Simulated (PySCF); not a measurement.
# From one method to the next for BeSn (triplet)

What do other methods print for BeSn (triplet)?

Method: each script names its method and basis; program: PySCF 2.14.0.

8 further runs of the same task are left out: 1 for a known fault of the program, 7 that didn't finish.

**1. The starting structure**

BeSn (triplet): 2 atoms, charge 0, spin multiplicity 3.

Bond lengths: Be1–Sn2 2.079 Å.

**2. The run that the others are compared with**

input.py reads:

```python
from pyscf import gto, dft
from pyscf.geomopt.geometric_solver import optimize

mol = gto.M(
    atom='Be 0 0 0; Sn 0 0 2.079',
    basis='sbkjc',
    ecp={'Be': 'sbkjc', 'Sn': 'sbkjc'},
    charge=0,
    spin=2,
    verbose=4,
)
mf = dft.UKS(mol, xc='m06l')
mf.kernel()
g = mf.nuc_grad_method()
g.grid_response = True
mol_eq = optimize(g.as_scanner(), maxsteps=30)
print('optimised geometry (angstrom)')
print(mol_eq.tostring('raw'))
print('orbital energies (hartree):', [e[max(0, n-3):n+3].round(4) for e, n in zip(mf.mo_energy, mol.nelec)])
```

On the command line:

```console
$ OMP_NUM_THREADS=1 python input.py
```

**3. Gradient**

Edit 1 changes step after the SCF: optimize → gradient.

input.py reads:

```python
from pyscf import gto, dft

mol = gto.M(
    atom='Be 0 0 0; Sn 0 0 2.079',
    basis='sbkjc',
    ecp={'Be': 'sbkjc', 'Sn': 'sbkjc'},
    charge=0,
    spin=2,
    verbose=4,
)
mf = dft.UKS(mol, xc='m06l')
mf.kernel()
g = mf.nuc_grad_method()
g.grid_response = True
g.kernel()
mf.dip_moment()
print('orbital energies (hartree):', [e[max(0, n-3):n+3].round(4) for e, n in zip(mf.mo_energy, mol.nelec)])
```

**4. ROKS**

Edit 2 changes SCF type: UKS → ROKS.

Changes to input.py since step 2:

```diff
@@ -11,3 +11,3 @@
 )
-mf = dft.UKS(mol, xc='m06l')
+mf = dft.ROKS(mol, xc='m06l')
 mf.kernel()
@@ -18,2 +18,2 @@
 print(mol_eq.tostring('raw'))
-print('orbital energies (hartree):', [e[max(0, n-3):n+3].round(4) for e, n in zip(mf.mo_energy, mol.nelec)])
+print('orbital energies (hartree):', mf.mo_energy[..., max(0, mol.nelec[1]-3):mol.nelec[0]+3].round(4))
```

**5. RKS**

Edit 3 changes SCF type: UKS → RKS.

Changes to input.py since step 2:

```diff
@@ -11,3 +11,3 @@
 )
-mf = dft.UKS(mol, xc='m06l')
+mf = dft.RKS(mol, xc='m06l')
 mf.kernel()
@@ -18,2 +18,2 @@
 print(mol_eq.tostring('raw'))
-print('orbital energies (hartree):', [e[max(0, n-3):n+3].round(4) for e, n in zip(mf.mo_energy, mol.nelec)])
+print('orbital energies (hartree):', mf.mo_energy[..., max(0, mol.nelec[1]-3):mol.nelec[0]+3].round(4))
```

**6. MP2 (UHF)**

Edit 4 changes step after the SCF: optimize → mp2; SCF type: UKS → UHF; functional: m06l → none (Hartree–Fock).

input.py reads:

```python
from pyscf import gto, scf, mp

mol = gto.M(
    atom='Be 0 0 0; Sn 0 0 2.079',
    basis='sbkjc',
    ecp={'Be': 'sbkjc', 'Sn': 'sbkjc'},
    charge=0,
    spin=2,
    verbose=4,
)
mf = scf.UHF(mol)
mf.kernel()
mp.MP2(mf).kernel()
mf.dip_moment()
print('orbital energies (hartree):', [e[max(0, n-3):n+3].round(4) for e, n in zip(mf.mo_energy, mol.nelec)])
```

**Question.** What will these runs give? Wanted: for each run, E(SCF); from base; gap, α spin; SCF dipole; after the SCF.

**Answer**, as computed:

```
      run  E(SCF) (hartree)  from base (eV)  cycles  gap, α spin (eV)  SCF dipole (D)              after the SCF
     base         -4.350972               0      11              1.41             n/a    bond 2.390 Å, -0.492 eV
 gradient         -4.350972          0.0000      11              1.41            1.50                        n/a
     ROKS         -4.350638         +0.0091       8               n/a             n/a    bond 2.384 Å, -0.488 eV
      RKS         -4.350638         +0.0091       8               n/a             n/a    bond 2.384 Å, -0.488 eV
MP2 (UHF)         -4.209247  not comparable      13              6.79            2.65  MP2 correlation -1.209 eV
```

SCF columns refer to the geometry typed in the script.

What this shows: Of the runs whose energies can be compared, “ROKS” moves the SCF energy most (+0.009 eV).
